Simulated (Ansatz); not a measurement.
**C2H9BOS: how energies converge with the basis set**

One table from this session's results is given with a row withheld; the runs are named, their logs left out.

Program: Ansatz 0.2.0, Gaussian basis. Level of theory: one geometry, several basis sets. These are calculated values, not measurements.

Levels to be run: PBE0-D4/def2-SVP; ωB97M-V/def2-SVP; PBE0-D4/def2-QZVPP; ωB97M-V/def2-QZVPP; the functionals' def2-TZVPP values are taken from earlier runs.

## The relaxed structure

The geometry comes from an earlier relaxation with PBE0-D4 in a triple-zeta def2 set; it is a stationary point, not always the lowest conformer.

14 atoms, charge 0, spin multiplicity 1.

Atoms are counted from 1 here; the program's logs count them from 0.

Bond lengths: C1–B2 1.569 Å, C1–H6 1.097 Å, C1–H7 1.092 Å, C1–H8 1.094 Å, B2–C3 1.572 Å, B2–O4 1.368 Å, C3–H9 1.093 Å, C3–H10 1.097 Å, C3–H11 1.094 Å, O4–H12 0.961 Å, S5–H13 1.341 Å, S5–H14 1.344 Å. Angles: B2–C1–H6 109.1°, B2–C1–H7 113.3°, B2–C1–H8 111.7°, H6–C1–H7 107.5°, H6–C1–H8 105.7°, H7–C1–H8 109.2°, C1–B2–C3 122.3°, C1–B2–O4 116.7°, C3–B2–O4 121.0°, B2–C3–H9 112.3°, B2–C3–H10 108.1°, B2–C3–H11 114.5°, H9–C3–H10 106.0°, H9–C3–H11 108.3°, H10–C3–H11 107.2°, B2–O4–H12 112.7°, H13–S5–H14 92.2°.

The first run:

The input, in.yaml:

```yaml
crystal:
  periodic: [false, false, false]
  atoms:
    - {symbol: C, position_ang: [-1.013281, 1.080249, 0.082393]}
    - {symbol: B, position_ang: [-0.198976, -0.135715, 0.647455]}
    - {symbol: C, position_ang: [1.194536, 0.041132, 1.353231]}
    - {symbol: O, position_ang: [-0.754823, -1.375613, 0.487372]}
    - {symbol: S, position_ang: [0.462553, -0.944835, -2.908958]}
    - {symbol: H, position_ang: [-1.434339, 1.650855, 0.919248]}
    - {symbol: H, position_ang: [-1.843084, 0.782032, -0.561475]}
    - {symbol: H, position_ang: [-0.370372, 1.779862, -0.459770]}
    - {symbol: H, position_ang: [1.226967, 0.929824, 1.988995]}
    - {symbol: H, position_ang: [1.952639, 0.196921, 0.575484]}
    - {symbol: H, position_ang: [1.514560, -0.819518, 1.948328]}
    - {symbol: H, position_ang: [-0.223535, -2.073936, 0.879209]}
    - {symbol: H, position_ang: [-0.173711, 0.233165, -2.992584]}
    - {symbol: H, position_ang: [-0.352132, -1.373521, -1.930129]}
basis:
  gaussian: {orbitals: def2-SVP}
hamiltonian: {xc: pbe0, dispersion: d4}
output: {orbitals: {seedname: orbitals}}
```

Among the steps run: PBE0-D4 in def2-SVP; ωB97M-V in def2-SVP; PBE0-D4 in def2-QZVPP; ωB97M-V in def2-QZVPP.

One table of the session follows, with a row left open; its other results are not shown here.

It belongs to the step «Density functionals: the series». 

```
functional       basis  HOMO (eV)  LUMO (eV)
   PBE0-D4    def2-SVP      -7.14       0.73
   PBE0-D4  def2-TZVPP      -7.36       0.40
   PBE0-D4  def2-QZVPP      -7.39       0.08
   ωB97M-V    def2-SVP      -9.39       2.76
   ωB97M-V  def2-TZVPP      -9.63       1.81
   ωB97M-V  def2-QZVPP          ?          ?
```

Estimate the missing values for ωB97M-V, def2-QZVPP.

As computed: HOMO (eV): -9.67; LUMO (eV): 1.24. In the column «HOMO (eV)» it is the lowest.
